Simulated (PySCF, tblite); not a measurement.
**C4H8BNSi: geometry, infrared bands and NMR shifts**

What infrared bands and NMR shifts should C4H8BNSi (`CB([SiH3])/C=C\C#N`) show?

The runs use tblite 0.8.0 and PySCF 2.14.0, with density-fitted response routines of our own; the level of theory stands in each step. All values are computed, except where a source is named. Atoms are numbered from 0 throughout.

### Step 1. Starting geometry

15 atoms, charge 0, multiplicity 1; geometry from: force field or distance geometry start.

Bonds of the start (Å): C0–B1 1.59, B1–Si2 1.94, B1–C3 1.56, C3–C4 1.31, C4–C5 1.42, C5–N6 1.16, C0–H7 1.12, C0–H8 1.11, C0–H9 1.10, Si2–H10 1.49, Si2–H11 1.47, Si2–H12 1.46, C3–H13 1.07, C4–H14 1.08.

### Step 2. Relaxing the molecule with GFN2-xTB

What the job is given:

```
{"job": {"kind": "relax", "xc": "GFN2-xTB", "basis": "xTB"}, "charge": 0, "multiplicity": 1}
C     -0.156500     1.813100     0.260200
B     -0.340500     0.248900     0.070400
Si    -1.998700    -0.703100     0.369500
C      0.610200    -0.390200    -0.991200
C      1.780600    -0.907900    -0.704000
C      2.245400    -0.885500     0.642500
N      2.646800    -0.862600     1.725500
H     -0.341600     2.282700    -0.737600
H      0.919600     1.980500     0.483400
H     -0.812200     2.223600     1.042200
H     -1.684700    -2.155100     0.377100
H     -2.595800    -0.415400     1.682300
H     -2.926100    -0.475700    -0.729300
H      0.275100    -0.421000    -2.008700
H      2.374000    -1.324200    -1.504000
```

The run is started by

```console
> OMP_NUM_THREADS=1 python probes_run.py task.json out
```

This one command runs all jobs of the session in turn.

**Question.** This job is followed by: GFN2-xTB harmonic vibrations, gas phase; GIAO PBE0/pcSseg-1 NMR shielding, non-relativistic, gas phase. What will the session give for the following? strongest single infrared mode (GFN2-xTB); zero-point energy (GFN2-xTB); 13C shifts against TMS (PBE0/pcSseg-1); 1H shifts against TMS (PBE0/pcSseg-1, means over atoms taken as alike); 11B shifts against BF3·OEt2 (PBE0/pcSseg-1); 29Si shifts against TMS (PBE0/pcSseg-1); 15N shifts against NH3 (PBE0/pcSseg-1); surface potential, 1st and 99th percentile.

As calculated:

```
                                                              quantity                          value
                             strongest single infrared mode (GFN2-xTB)           804 cm⁻¹, 500 km/mol
                                          zero-point energy (GFN2-xTB)                  64.8 kcal/mol
                                13C shifts against TMS (PBE0/pcSseg-1)  178.6, 123.3, 101.2, 24.1 ppm
1H shifts against TMS (PBE0/pcSseg-1, means over atoms taken as alike)     8.06, 5.32, 3.67, 1.97 ppm
                           11B shifts against BF3·OEt2 (PBE0/pcSseg-1)                      106.7 ppm
                               29Si shifts against TMS (PBE0/pcSseg-1)                     -110.6 ppm
                                15N shifts against NH3 (PBE0/pcSseg-1)                      323.6 ppm
                                 surface potential, 1st and 99th percentile             -1.71 V and 1.54 V
```

In words: Over 122 steps the energy fell by 0.330 eV; of the close pairs, B1–Si2 changed most, 1.935 to 1.976 Å. No mode is imaginary among the 39: a minimum at this level. Unscaled tight-binding wavenumbers are off by several per cent, some by more. Its intensities can rank the bands wrongly. At PBE0/pcSseg-1: The widest tensor belongs to N6: span 422 ppm, with a paramagnetic part of -397 ppm. By nearest atom (PBE0/pcSseg-1), the HOMO sits on C4 23 %; C3 16 % and the LUMO on B1 46 %; C3, C4 about 8 % each.
